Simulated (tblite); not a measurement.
# C7H9NOS: the cost of one run

The runs use tblite 0.8.0 and PySCF 2.14.0, with density-fitted response routines of our own; the level of theory stands in each step. All values are computed, except where a source is named. Atoms count from 0, in the outputs and in this text.

### 1 The starting structure

19 atoms, charge 0, multiplicity 1; geometry from: force field or distance geometry start.

Bonds of the start (Å): O0–C1 1.39, C1–C2 1.50, C2–C3 1.37, C3–N4 1.34, N4–S5 1.59, S5–C6 1.77, C1–C7 1.50, C7–C8 1.52, C8–C9 1.53, C9–C1 1.50, C6–C2 1.39, O0–H10 1.01, C3–H11 1.11, C6–H12 1.09, C7–H13 1.11, C7–H14 1.10, C8–H15 1.08, C8–H16 1.11, C9–H17 1.11, C9–H18 1.10.

### 2 Geometry optimisation with GFN2-xTB

Job settings and geometry (Å):

```
{"job": {"kind": "relax", "xc": "GFN2-xTB", "basis": "xTB"}, "charge": 0, "multiplicity": 1}
O     -0.163500     1.018300     1.808200
C     -0.271400     0.365400     0.586000
C      1.063300    -0.055500     0.051400
C      1.450900    -1.301700    -0.361400
N      2.724000    -1.304500    -0.787900
S      3.519000     0.070800    -0.789600
C      2.085100     0.870700    -0.122900
C     -1.184300    -0.820100     0.695800
C     -1.604700    -0.501900    -0.732100
C     -1.216500     0.949700    -0.423900
H     -0.164800     2.011700     1.647900
H      0.868200    -2.246300    -0.344900
H      2.027000     1.933700     0.131300
H     -2.022000    -0.628200     1.404300
H     -0.700700    -1.792900     0.850300
H     -0.973900    -0.882300    -1.519300
H     -2.690500    -0.651700    -0.914700
H     -2.020100     1.511600     0.088000
H     -0.734700     1.462500    -1.274100
```

The run is started by

```sh
$ OMP_NUM_THREADS=1 python probes_run.py task.json out
```

The driver reads the jobs from task.json and runs them one after another.

Q: Estimate the wall time and peak memory of this first job on 1 thread of Arm Neoverse V1, shared host.

About 1.2 s, with a peak of 0.18 GiB.
